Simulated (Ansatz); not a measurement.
# C₃H₁₁AlOS: up Jacob's ladder to CCSD(T)

The task here is to estimate one member of a computed series from the others.

The runs use Ansatz 0.2.0, Gaussian basis; functionals in def2-TZVPP, the program's frozen cores in correlated methods.

Plan: LDA (SPW92), PBE-D4, revPBE-D4, BLYP-D4, r2SCAN-D4, B97M-V, PBE0-D4, B3LYP-D4, r2SCANh-D4, r2SCAN0-D4, HSE06-D4, BHLYP-D4, CAM-B3LYP-D4, LC-ωPBE, ωB97X-V, ωB97M-V, B2PLYP, PBE-QIDH; CCSD(T)/def2-SVP; MP2/def2-TZVPP; MP2/def2-QZVPP; RPA on PBE.

## The geometry

The geometry comes from an earlier relaxation with PBE0-D4 in a triple-zeta def2 set; it is a stationary point, not always the lowest conformer.

SMILES `C[O][Al-]([CH3])([CH3])[SH2+]`, 17 atoms, charge 0, spin multiplicity 1.

Atoms are counted from 1 here; the program's logs count them from 0.

Bond lengths: C1–O2 1.389 Å, C1–H7 1.100 Å, C1–H8 1.100 Å, C1–H9 1.097 Å, O2–Al3 1.717 Å, Al3–C4 1.966 Å, Al3–C5 1.954 Å, Al3–S6 2.635 Å, C4–H10 1.095 Å, C4–H11 1.095 Å, C4–H12 1.096 Å, C5–H13 1.094 Å, C5–H14 1.095 Å, C5–H15 1.095 Å, S6–H16 1.343 Å, S6–H17 1.344 Å. Angles: O2–C1–H7 113.1°, O2–C1–H8 111.2°, O2–C1–H9 110.5°, H7–C1–H8 107.5°, H7–C1–H9 107.3°, H8–C1–H9 107.0°, C1–O2–Al3 131.4°, O2–Al3–C4 117.6°, O2–Al3–C5 115.4°, O2–Al3–S6 93.2°, C4–Al3–C5 122.5°, C4–Al3–S6 99.1°, C5–Al3–S6 98.4°, Al3–C4–H10 113.3°, Al3–C4–H11 111.9°, Al3–C4–H12 110.8°, H10–C4–H11 107.5°, H10–C4–H12 106.6° and more.

The first run:

The input, in.yaml:

```yaml
crystal:
  periodic: [false, false, false]
  atoms:
    - {symbol: C, position_ang: [1.408017, 2.019843, 0.376146]}
    - {symbol: O, position_ang: [1.058108, 1.012132, -0.513620]}
    - {symbol: Al, position_ang: [0.161839, -0.435924, -0.294003]}
    - {symbol: C, position_ang: [-0.170083, -1.032272, 1.549791]}
    - {symbol: C, position_ang: [0.171562, -1.667552, -1.811205]}
    - {symbol: S, position_ang: [-2.144219, 0.745828, -0.771167]}
    - {symbol: H, position_ang: [1.237970, 1.744582, 1.427752]}
    - {symbol: H, position_ang: [0.838605, 2.940205, 0.179308]}
    - {symbol: H, position_ang: [2.470278, 2.272419, 0.272875]}
    - {symbol: H, position_ang: [-0.434798, -0.214322, 2.227800]}
    - {symbol: H, position_ang: [-0.973851, -1.774452, 1.600766]}
    - {symbol: H, position_ang: [0.721861, -1.510674, 1.969744]}
    - {symbol: H, position_ang: [0.184789, -1.133775, -2.765841]}
    - {symbol: H, position_ang: [1.059845, -2.308054, -1.790255]}
    - {symbol: H, position_ang: [-0.696549, -2.335030, -1.813094]}
    - {symbol: H, position_ang: [-1.959642, 1.668966, 0.187044]}
    - {symbol: H, position_ang: [-2.952731, 0.007581, 0.008161]}
basis:
  gaussian: {orbitals: def2-TZVPP}
hamiltonian: {xc: lda}
output: {orbitals: {seedname: orbitals}}
```

Started as:

```
> ansatz run in.yaml --threads 8 --pin off --events-out ev --progress --plain --max-ram 18278MiB
```

Among the steps run: LDA; PBE-D4 (GGA); revPBE-D4 (GGA); BLYP-D4 (GGA); r2SCAN-D4 (meta-GGA); B97M-V (meta-GGA); B3LYP-D4 (hybrid); r2SCANh-D4 (hybrid); r2SCAN0-D4 (hybrid); HSE06-D4 (hybrid); BHLYP-D4 (hybrid); CAM-B3LYP-D4 (range-separated); LC-ωPBE (range-separated); ωB97X-V (range-separated); ωB97M-V (range-separated); B2PLYP (double hybrid); PBE-QIDH (double hybrid).

One table of the session follows, with a row left open; its other results are not shown here.

It belongs to the step «Frontier levels by functional». 

| functional | HOMO (eV) | gap (eV) |
| --- | --- | --- |
| LDA (SPW92) | ? | ? |
| PBE-D4 | -5.73 | 4.34 |
| revPBE-D4 | -5.68 | 4.33 |
| BLYP-D4 | -5.63 | 4.31 |
| r2SCAN-D4 | -6.02 | 4.90 |
| B97M-V | -6.13 | 4.91 |
| PBE0-D4 | -7.09 | 6.71 |
| B3LYP-D4 | -6.88 | 6.20 |
| r2SCANh-D4 | -6.53 | 5.77 |
| r2SCAN0-D4 | -7.29 | 7.07 |
| HSE06-D4 | -6.69 | 5.92 |
| BHLYP-D4 | -8.34 | 8.90 |
| CAM-B3LYP-D4 | -8.49 | 9.19 |
| LC-ωPBE | -9.84 | 11.83 |
| ωB97X-V | -9.49 | 11.27 |
| ωB97M-V | -9.36 | 10.80 |

**Question.** Estimate the row for LDA (SPW92).

**Answer.** HOMO (eV): -5.87; gap (eV): 4.38. In the column «HOMO (eV)» it lies between r2SCAN-D4 (-6.02) and PBE-D4 (-5.73).
